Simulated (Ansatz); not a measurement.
## BaTiO₃, space group Pm-3m: an equation of state with a fit, step by step

Computed with Ansatz 0.2.0 through its Python package.

Run as a notebook:

```python
import warnings

import ansatz as az
import numpy as np
```

```python
VECTORS = np.array([
    [4.006, 0.0, 0.0],
    [0.0, 4.006, 0.0],
    [0.0, 0.0, 4.006],
])
SITES = [
    ("Ba", (0.5, 0.5, 0.5)),
    ("Ti", (0.0, 0.0, 0.0)),
    ("O", (0.5, 0.0, 0.0)),
    ("O", (0.0, 0.5, 0.0)),
    ("O", (0.0, 0.0, 0.5)),
]
```

```python
def make_crystal(cell):
    crystal = az.Crystal(lattice=az.Lattice.of(cell))
    for symbol, position in SITES:
        crystal = crystal.atom(symbol, position)
    return crystal
```

```python
warnings.simplefilter("ignore", az.DeckWarning)
```

```python
volumes, energies, pressures = [], [], []
for scale in np.linspace(0.9, 1.1, 9):
    cell = VECTORS * scale ** (1 / 3)
    setup = make_crystal(cell).calculation()
    setup = setup.functional("pbe")
    setup = setup.basis(19 * az.Ha)
    setup = setup.occupations("fixed")
    setup = setup.kpoints(6, 6, 6)
    setup = setup.stress()
    report = setup.run().report
    volumes.append(abs(np.linalg.det(cell)) / len(SITES))
    energies.append(report["free_energy_ev"] / len(SITES))
    pressures.append(np.trace(report["stress_gpa"]) / 3)
    print(f"V = {volumes[-1]:8.4f} A^3/atom  F = {energies[-1]:.5f} eV/atom  P = {pressures[-1]:8.3f} GPa")

x = np.array(volumes) ** (-2 / 3)
poly = np.polynomial.Polynomial.fit(x, energies, 3).convert()
roots = poly.deriv().roots()
x0 = min((r.real for r in roots if abs(r.imag) < 1e-9 and poly.deriv(2)(r.real) > 0), key=lambda r: abs(r - x.mean()))
v0 = x0 ** -1.5
b0 = 4 / 9 * poly.deriv(2)(x0) * v0 ** (-7 / 3) * 160.21766
b1 = 4 + 2 / 3 * x0 * poly.deriv(3)(x0) / poly.deriv(2)(x0)
print(f"V0 = {v0:.4f} A^3/atom, B0 = {b0:.1f} GPa, dB/dP = {b1:.2f}")
```

    V =  11.5719 A^3/atom  F = -2031.81984 eV/atom  P =   24.340 GPa
    V =  11.8934 A^3/atom  F = -2031.86161 eV/atom  P =   17.454 GPa
    V =  12.2148 A^3/atom  F = -2031.89047 eV/atom  P =   11.455 GPa
    V =  12.5362 A^3/atom  F = -2031.90808 eV/atom  P =    6.225 GPa
    V =  12.8577 A^3/atom  F = -2031.91589 eV/atom  P =    1.664 GPa
    V =  13.1791 A^3/atom  F = -2031.91515 eV/atom  P =   -2.315 GPa
    V =  13.5006 A^3/atom  F = -2031.90696 eV/atom  P =   -5.792 GPa
    V =  13.8220 A^3/atom  F = -2031.89223 eV/atom  P =   -8.818 GPa
    V =  14.1435 A^3/atom  F = -2031.87183 eV/atom  P =  -11.455 GPa
    V0 = 12.9870 A^3/atom, B0 = 162.7 GPa, dB/dP = 4.49

A third-order Birch-Murnaghan fit through the 9 points has its minimum at 12.99 Å³ an atom, 1.0 % above the typed cell, with a bulk modulus of 163 GPa and dB/dP = 4.5. From that minimum the energy rises by 96.7 meV an atom on the compressed side and 44.7 meV on the expanded side.

What to keep in mind:
- Absolute energies stand on the zero of these potentials, so only differences at equal settings mean something.
- No spin polarisation was allowed.
- This is a high-temperature or high-pressure form, not the ambient phase.
- Pressure is positive in compression.
- The structure is a deposited one; some such entries were measured under pressure or heat, so a shift against it needn't be the functional's error alone.
- Timing: 20 s on 1 thread of Intel(R) Xeon(R) Processor @ 2.30GHz (shared host), peak memory 0.57 GiB.
